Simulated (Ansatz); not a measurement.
# C₂H₅NSi: one species, many methods

One table from this session's results is given with a row withheld; the runs are named, their logs left out.

Method: functionals in def2-TZVPP, the program's frozen cores in correlated methods; program: Ansatz 0.2.0, Gaussian basis.

The runs, in order: LDA (SPW92), PBE-D4, revPBE-D4, BLYP-D4, r2SCAN-D4, B97M-V, PBE0-D4, B3LYP-D4, r2SCANh-D4, r2SCAN0-D4, HSE06-D4, BHLYP-D4, CAM-B3LYP-D4, LC-ωPBE, ωB97X-V, ωB97M-V, B2PLYP, PBE-QIDH; CCSD(T)/def2-SVP; CCSD(T)/def2-TZVPP; MP2/def2-QZVPP; extrapolation to the limit; RPA on PBE.

### Structure used throughout

The geometry comes from an earlier relaxation with PBE0-D4 in a triple-zeta def2 set; it is a stationary point, not always the lowest conformer.

9 atoms, charge 0, spin multiplicity 1.

Atoms are counted from 1 here; the program's logs count them from 0.

Bond lengths: C1–N2 1.282 Å, C1–C4 1.518 Å, C1–H5 1.098 Å, N2–Si3 1.783 Å, Si3–C4 1.888 Å, Si3–H6 1.486 Å, Si3–H7 1.486 Å, C4–H8 1.092 Å, C4–H9 1.092 Å. Angles: N2–C1–C4 113.2°, N2–C1–H5 122.5°, C4–C1–H5 124.2°, C1–N2–Si3 88.9°, N2–Si3–C4 79.2°, N2–Si3–H6 115.0°, N2–Si3–H7 115.0°, C4–Si3–H6 118.0°, C4–Si3–H7 118.0°, H6–Si3–H7 109.1°, C1–C4–Si3 78.6°, C1–C4–H8 114.1°, C1–C4–H9 114.1°, Si3–C4–H8 119.1°, Si3–C4–H9 119.1°, H8–C4–H9 108.9°.

Set-up of the first run:

Input file in.yaml:

```yaml
crystal:
  periodic: [false, false, false]
  atoms:
    - {symbol: C, position_ang: [0.246881, -0.887841, -0.757705]}
    - {symbol: N, position_ang: [0.687179, 0.160561, -1.350787]}
    - {symbol: Si, position_ang: [0.153696, 1.133373, 0.045132]}
    - {symbol: C, position_ang: [-0.368058, -0.594658, 0.599368]}
    - {symbol: H, position_ang: [0.316120, -1.889838, -1.201284]}
    - {symbol: H, position_ang: [-0.914856, 2.123323, -0.250437]}
    - {symbol: H, position_ang: [1.246403, 1.805481, 0.795734]}
    - {symbol: H, position_ang: [-1.431826, -0.831949, 0.666818]}
    - {symbol: H, position_ang: [0.152862, -1.064753, 1.436062]}
basis:
  gaussian: {orbitals: def2-TZVPP}
hamiltonian: {xc: lda}
output: {orbitals: {seedname: orbitals}}
```

Run with:

```sh
$ ansatz run in.yaml --threads 2 --pin off --events-out ev --progress --plain --max-ram 4352MiB
```

Steps of the session up to this table: LDA; PBE-D4 (GGA); revPBE-D4 (GGA); BLYP-D4 (GGA); r2SCAN-D4 (meta-GGA); B97M-V (meta-GGA); PBE0-D4 (hybrid); B3LYP-D4 (hybrid); r2SCANh-D4 (hybrid); r2SCAN0-D4 (hybrid); HSE06-D4 (hybrid); BHLYP-D4 (hybrid); CAM-B3LYP-D4 (range-separated); LC-ωPBE (range-separated); ωB97X-V (range-separated); ωB97M-V (range-separated); B2PLYP (double hybrid); PBE-QIDH (double hybrid).

One table of the session follows, with a row left open; its other results are not shown here.

It belongs to the step «Frontier levels by functional». 

| functional | HOMO (eV) | gap (eV) |
| --- | --- | --- |
| LDA (SPW92) | -5.96 | 4.04 |
| PBE-D4 | -5.85 | 4.16 |
| revPBE-D4 | -5.81 | 4.20 |
| BLYP-D4 | -5.74 | 4.19 |
| r2SCAN-D4 | ? | ? |
| B97M-V | -6.31 | 4.94 |
| PBE0-D4 | -7.30 | 6.76 |
| B3LYP-D4 | -7.07 | 6.27 |
| r2SCANh-D4 | -6.67 | 5.63 |
| r2SCAN0-D4 | -7.49 | 7.08 |
| HSE06-D4 | -6.90 | 5.96 |
| BHLYP-D4 | -8.68 | 9.40 |
| CAM-B3LYP-D4 | -8.72 | 9.41 |
| LC-ωPBE | -10.07 | 11.98 |
| ωB97X-V | -9.73 | 11.56 |
| ωB97M-V | -9.66 | 11.37 |

Q: Estimate the row for r2SCAN-D4 from the others.

Worked estimate for «HOMO (eV)». Against the share of exact exchange, r2SCANh-D4 (0.1, -6.67), r2SCAN0-D4 (0.25, -7.49) give a slope of -5.47 per unit share; at 0 the line stands at -6.12.

As computed: HOMO (eV): -6.12; gap (eV): 4.67. In «HOMO (eV)» the line misses by 0.00.
